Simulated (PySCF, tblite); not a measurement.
**C8H5F2 radical: geometry, infrared bands and EPR parameters**

What infrared bands and EPR parameters should C8H5F2 radical (`C#C[C@@]12C[C@H]3[C@@H]1[C]2C3(F)F`) show?

Computed with tblite 0.8.0 and PySCF 2.14.0, with density-fitted response routines of our own, on a single molecule in the gas phase. Atoms are numbered from 0 throughout.

## (1) The starting structure

15 atoms, charge 0, multiplicity 2; geometry from: force field or distance geometry start.

Bonds of the start (Å): C0–C1 1.21, C1–C2 1.41, C2–C3 1.50, C3–C4 1.57, C4–C5 1.45, C5–C6 1.46, C6–C7 1.47, C7–F8 1.35, C7–F9 1.35, C5–C2 1.48, C6–C2 1.47, C7–C4 1.55, C0–H10 1.06, C3–H11 1.11, C3–H12 1.08, C4–H13 1.08, C5–H14 1.07.

## (2) Relaxing the molecule with GFN2-xTB

Job settings and geometry (Å):

```
{"job": {"kind": "relax", "xc": "GFN2-xTB", "basis": "xTB"}, "charge": 0, "multiplicity": 2}
C      2.461300     1.092700     1.847800
C      1.618100     0.697100     1.070600
C      0.650300     0.211300     0.169800
C      0.205700    -1.220300     0.183100
C     -1.186800    -0.668000    -0.292800
C     -0.773600     0.573900     0.319700
C     -0.053500     0.946300    -0.897700
C     -1.019500     0.107100    -1.625600
F     -2.070000     0.813300    -2.082700
F     -0.461900    -0.544100    -2.662200
H      3.187100     1.454800     2.525800
H      0.174600    -1.707400     1.180800
H      0.708200    -1.893000    -0.503500
H     -2.101800    -1.195100    -0.070500
H     -1.342500     1.339300     0.815600
```

Launch:

```
> OMP_NUM_THREADS=1 python probes_run.py task.json out
```

One launch serves the whole session: the jobs run in the order shown.

**Question.** This job is followed by: GFN2-xTB harmonic vibrations, gas phase; UKS B3LYP, pcH-1 on C F H, non-relativistic, mean-field spin-orbit, GIAO. What will the session give for the following? strongest single infrared mode (GFN2-xTB); zero-point energy (GFN2-xTB); g(iso) (B3LYP); ⟨S²⟩; largest a(iso); potential on the surface of density 0.002 e/bohr³, 1st and 99th percentile.

The runs gave:

```
                                                                  quantity                  value
                                 strongest single infrared mode (GFN2-xTB)  1265 cm⁻¹, 177 km/mol
                                              zero-point energy (GFN2-xTB)          63.0 kcal/mol
                                                            g(iso) (B3LYP)                2.00295
                                                                      ⟨S²⟩     0.753 (exact 0.75)
                                                            largest a(iso)   13C on C6, 420.6 MHz
potential on the surface of density 0.002 e/bohr³, 1st and 99th percentile     -0.81 V and 1.52 V
```

In words: Over 45 steps the energy fell by 1.061 eV; of the close pairs, C4–C5 changed most, 1.445 to 1.549 Å. All 39 modes are real, so the xTB geometry is a minimum. The strongest single mode, at 1265 cm⁻¹, is spread over many atoms; the largest shares are those of C7, C6. GFN2-xTB is a fitted tight-binding method: band positions and strengths are rough. Its intensities can rank the bands wrongly. C6 carries the largest spin population, 0.86 e. The isotropic g lies 0.6 ppt above the free-electron value. The conformer search found further structures of the same energy, which may be mirror or relabelled copies of this one.
